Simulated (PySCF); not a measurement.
**C₄H₉N₃Si: electronic excitations**

Aim: predict the electronic excitations of C₄H₉N₃Si (`CCn1cc([SiH3])nn1`).

Computed with PySCF 2.14.0, with density-fitted response routines of our own, on a single molecule in the gas phase. Atoms are numbered from 0 throughout.

**1. The starting structure**

17 atoms, charge 0, multiplicity 1; geometry from: GFN2-xTB.

Bonds of the start (Å): C0–C1 1.53, C1–N2 1.44, N2–C3 1.35, C3–C4 1.38, C4–Si5 1.87, C4–N6 1.36, N6–N7 1.28, N7–N2 1.33, C0–H8 1.09, C0–H9 1.09, C0–H10 1.09, C1–H11 1.09, C1–H12 1.09, C3–H13 1.07, Si5–H14 1.47, Si5–H15 1.47, Si5–H16 1.46.

**2. Ultraviolet spectrum: B3LYP/def2-SVPD**

What the job is given:

```
{"job": {"kind": "uv", "xc": "B3LYP", "basis": "def2-SVPD", "nstates": 8, "ntriplets": 3}, "charge": 0, "multiplicity": 1}
C     -2.692453     0.479507     0.298659
C     -1.897675    -0.771373    -0.065193
N     -0.520629    -0.644172     0.323722
C      0.455968     0.095027    -0.245146
C      1.571666    -0.113404     0.541033
Si     3.313919     0.554498     0.411626
N      1.192756    -0.960674     1.531503
N     -0.037817    -1.265933     1.395506
H     -2.639263     0.657906     1.369892
H     -3.733726     0.349963     0.017572
H     -2.297342     1.351198    -0.218707
H     -2.292890    -1.639957     0.466090
H     -1.947338    -0.955477    -1.142864
H      0.301533     0.679784    -1.127819
H      3.289863     1.986111     0.731674
H      3.752408     0.387810    -0.979392
H      4.174021    -0.178784     1.331396
```

Method: TDDFT B3LYP/def2-SVPD, vertical, gas phase, core orbitals frozen in the response.

Launch:

```bash
> OMP_NUM_THREADS=1 python probes_run.py task.json out
```

This one command runs all jobs of the session in turn.

What will the session give for the following? lowest singlet (B3LYP/def2-SVPD); brightest single state of those computed; lowest triplet. Wanted: lowest singlet; brightest single state of those computed; lowest triplet.

The runs gave:

| quantity | value |
| --- | --- |
| lowest singlet (B3LYP/def2-SVPD) | 5.46 eV (227 nm), f = 0.003 |
| brightest single state of those computed | state 3, 6.30 eV, f = 0.090 |
| lowest triplet | 4.66 eV |

What this shows: The first singlet state (HOMO→LUMO 0.96) lies at 5.46 eV and is weak; of the 8 states computed, the strongest absorption comes from state 3 at 6.30 eV. The lowest triplet lies 0.80 eV below the lowest singlet (triplets in Tamm-Dancoff, singlets in full TDDFT).
